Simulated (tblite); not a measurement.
# C6H13GeNSi: the cost of one run

Computed with tblite 0.8.0 and PySCF 2.14.0, with density-fitted response routines of our own, on a single molecule in the gas phase. Atoms count from 0, in the outputs and in this text.

## 1. The starting structure

22 atoms, charge 0, multiplicity 1; geometry from: force field or distance geometry start.

Bonds of the start (Å): N0–C1 1.31, C1–C2 1.45, C2–C3 1.34, C3–C4 1.51, C4–C5 1.53, C5–Ge6 1.93, Ge6–Si7 2.34, Si7–C8 1.87, C8–C3 1.47, N0–H9 1.04, C1–H10 1.05, C2–H11 1.10, C4–H12 1.11, C4–H13 1.11, C5–H14 1.12, C5–H15 1.13, Ge6–H16 1.56, Ge6–H17 1.55, Si7–H18 1.47, Si7–H19 1.49, C8–H20 1.10, C8–H21 1.11.

## 2. Geometry optimisation with GFN2-xTB

The job: settings as JSON, then the geometry in Å.

```
{"job": {"kind": "relax", "xc": "GFN2-xTB", "basis": "xTB"}, "charge": 0, "multiplicity": 1}
N      3.018100     0.787000     2.130200
C      2.169400     1.026400     1.163500
C      1.591500    -0.150600     0.536700
C      0.711100    -0.067000    -0.469400
C      0.127700    -1.317600    -1.080400
C     -1.060800    -1.845200    -0.272600
Ge    -2.366800    -0.488100     0.127700
Si    -1.363800     1.598200    -0.184200
C      0.266000     1.226400    -1.012000
H      3.238900    -0.186700     2.430100
H      1.975600     2.030100     0.920200
H      1.839800    -1.169100     0.863200
H     -0.189100    -1.076600    -2.115000
H      0.858600    -2.157400    -1.114400
H     -1.483800    -2.646300    -0.929100
H     -0.678300    -2.353400     0.658200
H     -2.737700    -0.568000     1.641100
H     -3.624000    -0.540000    -0.773500
H     -1.217800     2.253700     1.124300
H     -2.182300     2.401800    -1.127600
H      0.935000     2.077700    -0.799900
H      0.162000     1.184100    -2.118800
```

On the command line:

```
OMP_NUM_THREADS=1 python probes_run.py task.json out
```

This one command runs all jobs of the session in turn.

Q: Estimate the wall time of this first job on 1 thread of Arm Neoverse N1, shared host.

About 2.2 s.
